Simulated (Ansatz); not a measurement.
# C₂H₇GaN₂: vertical ionisation energy

The task here is to estimate one member of a computed series from the others.

The runs use Ansatz 0.2.0, Gaussian basis; unrestricted cation, the program's frozen cores in correlated methods.

Levels to be run: UKS PBE-D4/def2-TZVPP; UKS r2SCAN-D4/def2-TZVPP; UKS PBE0-D4/def2-TZVPP; UKS B3LYP-D4/def2-TZVPP; UKS wB97X-V/def2-TZVPP; UKS wB97M-V/def2-TZVPP; UKS B2PLYP/def2-TZVPP; UHF-CCSD(T)/def2-TZVPP; UHF-MP2/def2-QZVPP; extrapolation to the limit; then −ε(HOMO) from the neutral's earlier runs with LDA (SPW92), PBE-D4, revPBE-D4, BLYP-D4, r2SCAN-D4, B97M-V, PBE0-D4, B3LYP-D4, r2SCANh-D4, r2SCAN0-D4, HSE06-D4, BHLYP-D4, CAM-B3LYP-D4, LC-ωPBE, ωB97X-V, ωB97M-V.

## The geometry

An earlier PBE0-D4 in a triple-zeta def2 set relaxation fixed the geometry.

SMILES `C[N]1C[NH][GaH]1`, 12 atoms, charge 0, spin multiplicity 1.

Atoms are counted from 1 here; the program's logs count them from 0.

Bond lengths: C1–N2 1.428 Å, C1–H6 1.101 Å, C1–H7 1.100 Å, C1–H8 1.092 Å, N2–C3 1.453 Å, N2–Ga5 1.838 Å, C3–N4 1.460 Å, C3–H9 1.103 Å, C3–H10 1.104 Å, N4–Ga5 1.854 Å, N4–H11 1.007 Å, Ga5–H12 1.539 Å. Angles: N2–C1–H6 112.6°, N2–C1–H7 112.1°, N2–C1–H8 110.0°, H6–C1–H7 107.2°, H6–C1–H8 107.5°, H7–C1–H8 107.2°, C1–N2–C3 120.3°, C1–N2–Ga5 145.4°, C3–N2–Ga5 92.0°, N2–C3–N4 101.4°, N2–C3–H9 112.3°, N2–C3–H10 111.0°, N4–C3–H9 112.6°, N4–C3–H10 112.0°, H9–C3–H10 107.5°, C3–N4–Ga5 91.1°, C3–N4–H11 116.9°, Ga5–N4–H11 132.3° and more.

The first run:

in.yaml reads:

```yaml
crystal:
  periodic: [false, false, false]
  atoms:
    - {symbol: C, position_ang: [-1.578536, -0.220038, 0.669105]}
    - {symbol: N, position_ang: [-0.399745, 0.113864, -0.063519]}
    - {symbol: C, position_ang: [0.805530, -0.682845, 0.085926]}
    - {symbol: N, position_ang: [1.813181, 0.206726, -0.483936]}
    - {symbol: Ga, position_ang: [0.514630, 1.452043, -0.929618]}
    - {symbol: H, position_ang: [-1.408969, -0.243261, 1.756531]}
    - {symbol: H, position_ang: [-1.978783, -1.203166, 0.381726]}
    - {symbol: H, position_ang: [-2.360910, 0.516215, 0.474583]}
    - {symbol: H, position_ang: [0.739152, -1.645916, -0.447169]}
    - {symbol: H, position_ang: [1.004287, -0.904354, 1.148731]}
    - {symbol: H, position_ang: [2.550864, -0.222439, -1.017651]}
    - {symbol: H, position_ang: [0.299319, 2.833162, -1.574719]}
basis:
  gaussian: {orbitals: def2-TZVPP}
total_charge: 1
magnetization: {spin_polarized: true, initial_magnetization: 1}
hamiltonian: {xc: pbe, dispersion: d4}
```

Launch:

```sh
$ ansatz run in.yaml --threads 2 --pin off --events-out ev --progress --plain --max-ram 32768MiB --backend cpu
```

Steps of the session up to this table: Cation, UKS PBE-D4/def2-TZVPP; Cation, UKS r2SCAN-D4/def2-TZVPP; Cation, UKS PBE0-D4/def2-TZVPP; Cation, UKS B3LYP-D4/def2-TZVPP; Cation, UKS wB97X-V/def2-TZVPP; Cation, UKS wB97M-V/def2-TZVPP; Cation, UKS B2PLYP (frozen core)/def2-TZVPP; Cation, UHF-CCSD(T)/def2-TZVPP; Cation, UHF-MP2/def2-QZVPP.

One of the session's tables, all rows but one given; the rest of the session is left out.

For comparison, −ε(HOMO) of the neutral from earlier runs:

```
  functional  −ε(HOMO) (eV)
 LDA (SPW92)           4.96
      PBE-D4           4.81
   revPBE-D4           4.75
     BLYP-D4           4.70
   r2SCAN-D4           5.01
      B97M-V           5.11
     PBE0-D4           6.00
    B3LYP-D4           5.81
  r2SCANh-D4           5.46
  r2SCAN0-D4           6.15
    HSE06-D4           5.60
    BHLYP-D4           7.16
CAM-B3LYP-D4           7.35
     LC-ωPBE           8.65
     ωB97X-V              ?
     ωB97M-V           8.26
```

Q: Estimate the row for ωB97X-V from the others.

**Answer.** −ε(HOMO) (eV): 8.33. In the column «−ε(HOMO) (eV)» it lies between ωB97M-V (8.26) and LC-ωPBE (8.65).
